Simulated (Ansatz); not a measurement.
**CH5GeNSi: harmonic frequencies at the relaxed geometry**

Wanted for CH5GeNSi: harmonic frequencies at the relaxed geometry. SMILES: [GeH3][SiH]1C=N1.

Computed with Ansatz 0.2.0, driven from Python. Level of theory: PBE0/def2-SVP.

### Step 1. Starting point

Bond lengths: Ge1–Si2 2.276 Å, Si2–C3 1.659 Å, Si2–N4 1.694 Å, C3–N4 1.315 Å, Ge1–H5 1.568 Å, Ge1–H6 1.536 Å, Ge1–H7 1.591 Å, Si2–H8 1.442 Å, C3–H9 1.138 Å. Angles (14 of 16 angles, heavy atoms first): Ge1–Si2–C3 106.8°, Ge1–Si2–N4 112.8°, C3–Si2–N4 46.2°, Si2–C3–N4 68.3°, Si2–N4–C3 65.5°, Ge1–Si2–H8 125.3°, C3–Si2–H8 106.4°, N4–Si2–H8 121.6°, Si2–Ge1–H5 110.9°, Si2–Ge1–H6 112.8°, Si2–Ge1–H7 109.3°, Si2–C3–H9 143.8°, N4–C3–H9 147.8°, H5–Ge1–H6 110.6°.

The script reads ch5gensi.xyz:

```xyz
9

Ge   -0.27940    1.38080   -0.26950
Si   -0.58350   -0.81090    0.26220
C     0.88630   -1.55820    0.07680
N     0.05920   -1.86430   -0.89830
H     0.15980    1.53720   -1.76610
H     0.71850    2.08540    0.66220
H    -1.66100    2.15480   -0.11940
H    -1.13400   -1.29880    1.50250
H     1.92260   -1.67230    0.53240
```

### Step 2. The script

The input, freq_ch5gensi.py:

```python
"""Vibrations and zero-point energy of CH5GeNSi."""

from dataclasses import dataclass
import itertools
import warnings

import ansatz as az
from ase import Atoms
from ase.data import atomic_numbers, covalent_radii
from ase.thermochemistry import IdealGasThermo
import numpy as np


@dataclass
class RunConfig:
    basis_set: str = "def2-SVP"
    xc: str = "pbe0"


settings = RunConfig()


def main() -> None:
    warnings.simplefilter("ignore", az.DeckWarning)

    molecule = az.Crystal.molecule_from_extxyz("ch5gensi.xyz")

    model = molecule.calculation().basis(gaussian=settings.basis_set).functional(settings.xc)
    symbols = [site.symbol for site in molecule.cartesian_sites]
    start = np.array([site.position_ang for site in molecule.cartesian_sites], dtype=float)
    r = model.relax(force_tolerance=0.003, max_steps=100).run(threads=1, pin="off").report
    end = np.array(r["positions_ang"])

    # pairs closer than 1.2 times the sum of covalent radii, before or after
    radius = [covalent_radii[atomic_numbers[s]] for s in symbols]
    span = lambda where, i, j: np.linalg.norm(where[i] - where[j])
    bonded = [(i, j) for i, j in itertools.combinations(range(len(symbols)), 2) if min(span(start, i, j), span(end, i, j)) < 1.2 * (radius[i] + radius[j])]
    print("pair        before    after (A)")
    for i, j in bonded:
        print(f"{symbols[i]}{i}-{symbols[j]}{j}".ljust(10), f"{span(start, i, j):8.4f} {span(end, i, j):8.4f}")

    # same settings at the minimum
    minimum = az.Crystal.molecule()
    for symbol, place in zip(symbols, end):
        minimum = minimum.atom(symbol, place.tolist())
    vibrating = (
        minimum.calculation()
        .basis(gaussian=settings.basis_set)
        .functional(settings.xc)
        .phonons(temperatures=(100, 500, 100))
    )
    vib = vibrating.run(threads=1, pin="off").report["vibrations"]
    sums = vib["harmonic_sums"]
    modes = [m["omega_inv_cm"] for m in sums["modes_at_gamma"] if m["rigid_motion"] == "no"]
    for number, w in enumerate(modes, start=1):
        print(f"mode {number:2d} {w:9.1f} 1/cm {w / 8065.544 * 1000:8.2f} meV")
    print("imaginary modes:", sum(w < 0 for w in modes), " zero-point energy:", round(sums["zero_point_energy_ev"], 4), "eV")
    # rigid rotor and ideal gas, symmetry number taken as one
    gas = IdealGasThermo(vib_energies=[w / 8065.544 for w in modes if w > 0], geometry="linear" if len(modes) == 3 * len(symbols) - 5 else "nonlinear",
                         atoms=Atoms(symbols, positions=end), symmetrynumber=1, spin=0.0)
    print(f"H(298 K) - E = {gas.get_enthalpy(298.15, verbose=False):.4f} eV")
    print(f"S(298 K, 1 bar) = {96485.33 * gas.get_entropy(298.15, 1e5, verbose=False):.1f} J/(mol K) with symmetry number 1")


if __name__ == "__main__":
    main()
```

### Step 3. Launch

The run is started by

```bash
> python freq_ch5gensi.py
```

What it wrote:

```text
pair        before    after (A)
Ge0-Si1      2.2757   2.3653
Ge0-H4       1.5675   1.5374
Ge0-H5       1.5363   1.5398
Ge0-H6       1.5907   1.5397
Si1-C2       1.6593   1.8048
Si1-N3       1.6940   1.8397
Si1-H7       1.4420   1.4885
C2-N3        1.3148   1.2687
C2-H8        1.1378   1.1019
mode  1      62.7 1/cm     7.77 meV
mode  2     139.4 1/cm    17.28 meV
mode  3     174.5 1/cm    21.64 meV
mode  4     346.9 1/cm    43.01 meV
mode  5     478.8 1/cm    59.36 meV
mode  6     484.0 1/cm    60.01 meV
mode  7     563.8 1/cm    69.90 meV
mode  8     650.1 1/cm    80.60 meV
mode  9     761.7 1/cm    94.44 meV
mode 10     802.8 1/cm    99.54 meV
mode 11     813.8 1/cm   100.90 meV
mode 12     838.2 1/cm   103.92 meV
mode 13     878.1 1/cm   108.87 meV
mode 14     887.7 1/cm   110.07 meV
mode 15    1144.9 1/cm   141.94 meV
mode 16    1660.9 1/cm   205.93 meV
mode 17    2153.2 1/cm   266.96 meV
mode 18    2156.9 1/cm   267.42 meV
mode 19    2170.4 1/cm   269.09 meV
mode 20    2250.5 1/cm   279.03 meV
mode 21    3122.7 1/cm   387.16 meV
imaginary modes: 0  zero-point energy: 1.3974 eV
H(298 K) - E = 1.6003 eV
S(298 K, 1 bar) = 341.2 J/(mol K) with symmetry number 1
```

It took 5.3 min on 1 thread of Arm Neoverse V1, shared host; peak memory 0.36 GiB.

### Step 4. The engine's runs

The 2 runs, in the order started:

```csv
run,kind of run,energy from run 1 (eV),SCF cycles in all,CPU time (s)
1,relaxation,0.0000,176,130
2,phonons,0.0000,321,190
```

### Step 5. Path of the relaxation of run 1

Step by step:

| step | energy from step 1 (eV) | largest force component (eV/Å) |
| --- | --- | --- |
| 1 | 0.0000 | 4.1126 |
| 2 | -0.9425 | 2.1824 |
| 3 | -1.2720 | 0.6908 |
| 4 | -1.2795 | 1.6952 |
| 5 | -1.3325 | 0.6927 |
| 6 | -1.3477 | 0.3421 |
| 7 | -1.3623 | 0.1079 |
| 8 | -1.3646 | 0.0221 |
| 9 | -1.3662 | 0.0942 |
| 10 | -1.3673 | 0.1512 |
| 11 | -1.3685 | 0.1044 |
| 12 | -1.3700 | 0.0975 |
| 13 | -1.3712 | 0.0846 |
| 14 | -1.3718 | 0.1063 |
| 15 | -1.3726 | 0.1026 |
| 16 | -1.3732 | 0.0183 |
| 17 | -1.3733 | 0.0073 |
| 18 | -1.3735 | 0.0130 |
| 19 | -1.3735 | 0.0089 |
| 20 | -1.3735 | 0.0066 |
| 21 | -1.3735 | 0.0044 |
| 22 | -1.3735 | 0.0018 |

Step 1 is the start.

Before: Bond lengths: Ge1–Si2 2.276 Å, Si2–C3 1.659 Å, Si2–N4 1.694 Å, C3–N4 1.315 Å, Ge1–H5 1.568 Å, Ge1–H6 1.536 Å, Ge1–H7 1.591 Å, Si2–H8 1.442 Å, C3–H9 1.138 Å. Angles (14 of 16 angles, heavy atoms first): Ge1–Si2–C3 106.8°, Ge1–Si2–N4 112.8°, C3–Si2–N4 46.2°, Si2–C3–N4 68.3°, Si2–N4–C3 65.5°, Ge1–Si2–H8 125.3°, C3–Si2–H8 106.4°, N4–Si2–H8 121.6°, Si2–Ge1–H5 110.9°, Si2–Ge1–H6 112.8°, Si2–Ge1–H7 109.3°, Si2–C3–H9 143.8°, N4–C3–H9 147.8°, H5–Ge1–H6 110.6°.

After: Bond lengths: Ge1–Si2 2.365 Å, Si2–C3 1.805 Å, Si2–N4 1.840 Å, C3–N4 1.269 Å, Ge1–H5 1.537 Å, Ge1–H6 1.540 Å, Ge1–H7 1.540 Å, Si2–H8 1.489 Å, C3–H9 1.102 Å. Angles (14 of 16 angles, heavy atoms first): Ge1–Si2–C3 121.9°, Ge1–Si2–N4 117.0°, C3–Si2–N4 40.7°, Si2–C3–N4 71.1°, Si2–N4–C3 68.2°, Ge1–Si2–H8 118.5°, C3–Si2–H8 118.7°, N4–Si2–H8 114.8°, Si2–Ge1–H5 108.5°, Si2–Ge1–H6 110.3°, Si2–Ge1–H7 110.9°, Si2–C3–H9 158.6°, N4–C3–H9 130.3°, H5–Ge1–H6 109.3°.

### Step 6. Vibrations

Frequencies (cm⁻¹; negative: imaginary): 63, 139, 175, 347, 479, 484, 564, 650, 762, 803, 814, 838, 878, 888, 1145, 1661, 2153, 2157, 2170, 2250, 3123.

### Step 7. Outcome

| quantity | value |
| --- | --- |
| runs compared | 2 |
| moves of the relaxation of run 1 | 21 |
| energy gained in run 1 | 1.374 eV |
| last largest force component of run 1 | 0.0018 eV/Å |
| highest frequency | 3123 cm⁻¹ |
| imaginary modes | 0 |
| zero-point energy | 1.397 eV |

In words: Run 1: The relaxation took 21 moves; the largest shift is 0.905 Å, of atom 9 (H). So large a move can change the bonding: the results belong to the relaxed structure. All frequencies are real, so the geometry is a minimum. The values are harmonic; measured fundamentals also hold anharmonic shifts, mostly downward for stretches. The frequencies are harmonic and unscaled, in a modest basis. The entropy takes a symmetry number of 1; a symmetric molecule's is lower by R ln(sigma).
